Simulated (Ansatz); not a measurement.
# C2H6BClSi: one species, many methods

How much do the methods differ for C2H6BClSi? The plan is to run it at one geometry with functionals of several rungs and with coupled cluster. The yardstick is the atomisation energy at the CCSD(T) limit.

Computed with Ansatz 0.2.0, Gaussian basis. Level: functionals in def2-TZVPP, the program's frozen cores in correlated methods.

The runs, in order: PBE-D4, r2SCAN-D4, PBE0-D4, B3LYP-D4, ωB97X-V, ωB97M-V, B2PLYP; CCSD(T)/def2-TZVPP; MP2/def2-QZVPP; extrapolation to the limit.

## 1. Structure used throughout

The geometry comes from an earlier relaxation with PBE0-D4 in a triple-zeta def2 set; it is a stationary point, not always the lowest conformer.

11 atoms, charge 0, spin multiplicity 1.

Atoms are counted from 1 here; the program's logs count them from 0.

Bond lengths: Si1–C2 1.855 Å, Si1–H6 1.487 Å, Si1–H7 1.489 Å, Si1–H8 1.489 Å, C2–C3 1.575 Å, C2–B4 1.509 Å, C2–H9 1.089 Å, C3–B4 1.512 Å, C3–H10 1.087 Å, C3–H11 1.087 Å, B4–Cl5 1.715 Å. Angles: C2–Si1–H6 110.9°, C2–Si1–H7 111.3°, C2–Si1–H8 108.6°, H6–Si1–H7 108.7°, H6–Si1–H8 109.0°, H7–Si1–H8 108.2°, Si1–C2–C3 117.7°, Si1–C2–B4 121.0°, Si1–C2–H9 114.0°, C3–C2–B4 58.7°, C3–C2–H9 116.6°, B4–C2–H9 117.8°, C2–C3–B4 58.5°, C2–C3–H10 116.7°, C2–C3–H11 117.0°, B4–C3–H10 121.7°, B4–C3–H11 119.6°, H10–C3–H11 112.7° and more.

## 2. PBE-D4 (GGA)

in.yaml reads:

```yaml
crystal:
  periodic: [false, false, false]
  atoms:
    - {symbol: Si, position_ang: [-1.259942, -0.516338, 0.806149]}
    - {symbol: C, position_ang: [0.342737, 0.332808, 0.418520]}
    - {symbol: C, position_ang: [1.246460, -0.288393, -0.711897]}
    - {symbol: B, position_ang: [0.548274, 1.039370, -0.899103]}
    - {symbol: Cl, position_ang: [0.251161, 2.426117, -1.863630]}
    - {symbol: H, position_ang: [-2.185514, 0.398036, 1.525234]}
    - {symbol: H, position_ang: [-1.041860, -1.729262, 1.641100]}
    - {symbol: H, position_ang: [-1.894309, -0.941047, -0.472149]}
    - {symbol: H, position_ang: [0.858328, 0.728394, 1.292949]}
    - {symbol: H, position_ang: [0.882174, -1.196181, -1.185558]}
    - {symbol: H, position_ang: [2.317890, -0.310504, -0.530816]}
basis:
  gaussian: {orbitals: def2-TZVPP}
hamiltonian: {xc: pbe, dispersion: d4}
output: {forces: true, orbitals: {seedname: orbitals}}
```

Run with:

```bash
$ ansatz run in.yaml --threads 4 --pin off --events-out ev --progress --plain --max-ram 10444MiB
```

After this run come: r2SCAN-D4 (meta-GGA); PBE0-D4 (hybrid); B3LYP-D4 (hybrid); ωB97X-V (range-separated); ωB97M-V (range-separated); B2PLYP (double hybrid); CCSD(T) in def2-TZVPP; MP2 in def2-QZVPP.

**Question.** What will the summary of the whole plan be? Wanted: atomisation energy, CCSD(T)/CBS; farthest; mean size of error, hybrid; mean size of error, range-separated; gap, smallest and largest; T1 diagnostic; triples share of the correlation energy.

**Answer**, as computed:

| quantity | value |
| --- | --- |
| atomisation energy, CCSD(T)/CBS | 3986.1 kJ/mol |
| functionals within 19.9 kJ/mol (0.5 %) | B3LYP-D4 |
| farthest | PBE-D4 (+88.4 kJ/mol) |
| mean size of error, hybrid | 30.3 kJ/mol |
| mean size of error, range-separated | 36.5 kJ/mol |
| gap, smallest and largest | 3.87 eV (PBE-D4), 10.68 eV (ωB97X-V) |
| T1 diagnostic | 0.0115 |
| triples share of the correlation energy | 4.2 % |

**Reading.** PBE-D4 misses by +88.4 kJ/mol. Double hybrids carry the basis error of their MP2 part in triple zeta, and no dispersion term here, so their miss is partly the set-up's. Misses under about 19.9 kJ/mol are within the doubt on the reference itself, which lacks core-valence correlation, relativity and higher excitations. Hartree-Fock recovers 76 % of the binding; the rest is correlation. Orbital gaps span 3.9 to 10.7 eV; exact exchange widens them.
